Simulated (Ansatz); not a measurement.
**CHFO (formyl fluoride): MP2/def2-TZVPP**

Aim: the electronic atomisation energy of CHFO (formyl fluoride) at MP2/def2-TZVPP, from 5 runs. 

The calculation is run with Ansatz 0.2.0.

63 further runs of the same task are left out: 63 set aside as unsound or not needed.

**1. The molecule**

The species is CHFO (4 atoms), meant as a singlet with charge 0. SMILES: `O=CF`. Geometry: relaxed at PBE0-D4/def2-TZVP.

Bond lengths: O1–C2 1.174 Å, C2–F3 1.336 Å, C2–H4 1.097 Å. Angles: O1–C2–F3 122.9°, O1–C2–H4 127.8°, F3–C2–H4 109.3°.

**2. The energy at MP2/def2-TZVPP**

Contents of run.yaml:

```yaml
crystal:
  periodic: [false, false, false]
  atoms:
    - {symbol: O, position_ang: [-0.889340, 0.201180, 0.827740]}
    - {symbol: C, position_ang: [-0.046400, 0.067520, 0.021620]}
    - {symbol: F, position_ang: [0.585200, -1.091810, -0.181820]}
    - {symbol: H, position_ang: [0.350540, 0.823120, -0.667550]}
basis:
  gaussian:
    orbitals: def2-TZVPP
accuracy: high
correlation:
  method: mp2
  frozen_orbitals: {C: 1, F: 1, H: 0, O: 1}
```

On the command line:

```console
$ ansatz run run.yaml --threads 1 --pin off --max-ram 3480MiB --events-out events.jsonl --progress --plain --runs-dir runs
```

The log of the run:

```text
Warning: RAYON_NUM_THREADS=1 ignored (pool sized by the plan → 1); use --threads N
Functional definition: HF
  name "HF"
  exchange = exact_x
  correlation = 0
1762 factors; integrals over basis functions are off by at most 3.7e-9 eV
mean field evaluation 1: about -5789.0401 eV, gradient 3.9e1 eV
mean field evaluation 2: about -5789.0432 eV, gradient 3.9e1 eV
mean field evaluation 4: about -5791.7376 eV, gradient 3.0e0 eV
mean field evaluation 8: about -5791.7789 eV, gradient 1.9e-1 eV
mean field -5791.77917975 eV, -212.8439590470 hartree, gradient 2.5e-8 eV, S^2 0.000000; 0 other end points of the search recorded, 0 dependent functions left out
3 core orbitals not correlated: weight in the atoms' cores, before any rotation towards them, 1.000 or more for the frozen orbitals, at most 0.000 for the correlated occupied ones
reference -5791.77917975 eV, -212.8439590470 hartree; 9, 9 occupied and 95, 95 virtual orbitals, 1762 factors
second order -17.25427764 eV of doubles, -0.00000000 eV of singles
Total energy: -5809.03345739 eV, -213.4780420547 hartree
```

Run time: 2.2 s. Hardware: 1 thread of Arm Neoverse V2, shared host; peak memory 0.23 GiB.

**3. The C atom**

Contents of input.yaml:

```yaml
crystal:
  periodic: [false, false, false]
  atoms:
    - symbol: C
      position_ang: [0.000000, 0.000000, 0.000000]
basis:
  gaussian:
    orbitals: def2-TZVPP
magnetization:
  spin_polarized: true
  initial_magnetization: 2
accuracy: high
correlation:
  method: mp2
  frozen_orbitals: {C: 1}
```

Run the same way, it converges to -37.75859 Eh (log not shown).

**4. The F atom, same level**

Contents of input.yaml:

```yaml
crystal:
  periodic: [false, false, false]
  atoms:
    - {symbol: F, position_ang: [0.000000, 0.000000, 0.000000]}
basis:
  gaussian: {orbitals: def2-TZVPP}
magnetization: {spin_polarized: true, initial_magnetization: 1}
correlation: {method: mp2, frozen_orbitals: {F: 1}}
accuracy: high
```

Run the same way, it converges to -99.60959 Eh (log not shown).

**5. The H atom: a single-point energy at UHF/def2-TZVPP**

Contents of job.yaml:

```yaml
crystal:
  periodic: [false, false, false]
  atoms:
    - symbol: H
      position_ang: [0.000000, 0.000000, 0.000000]
basis:
  gaussian:
    orbitals: def2-TZVPP
magnetization:
  spin_polarized: true
  initial_magnetization: 1
hamiltonian:
  xc: hf
accuracy: high
```

Run the same way, it converges to -0.49981 Eh (log not shown).

**6. The O atom, same level**

Contents of run.yaml:

```yaml
basis:
  gaussian:
    orbitals: def2-TZVPP
crystal:
  periodic: [false, false, false]
  atoms:
    - {symbol: O, position_ang: [0.000000, 0.000000, 0.000000]}
accuracy: high
correlation:
  method: mp2
  frozen_orbitals: {O: 1}
magnetization:
  spin_polarized: true
  initial_magnetization: 2
```

Run the same way, it converges to -74.95729 Eh (log not shown).

**7. Results**

Level: MP2/def2-TZVPP, 3 core orbitals frozen.

| quantity | value |
| --- | --- |
| molecule: total energy | -213.47804 Eh |
| molecule: correlation energy (3 core orbitals frozen) | -634.1 mEh |
| C atom: total energy | -37.75859 Eh |
| C atom: correlation energy (1 core orbital frozen) | -66.1 mEh |
| C atom: ⟨S²⟩ of the reference determinant | 2.010 |
| F atom: total energy | -99.60959 Eh |
| F atom: correlation energy (1 core orbital frozen) | -197.8 mEh |
| F atom: ⟨S²⟩ of the reference determinant | 0.754 |
| H atom: total energy | -0.49981 Eh |
| H atom: ⟨S²⟩ | 0.750 |
| O atom: total energy | -74.95729 Eh |
| O atom: correlation energy (1 core orbital frozen) | -141.7 mEh |
| O atom: ⟨S²⟩ of the reference determinant | 2.008 |
| electronic atomisation energy | 17.763 eV |

Taking the molecule apart into free atoms costs 17.76 eV (1714 kJ/mol), before zero-point energy and without spin-orbit coupling.
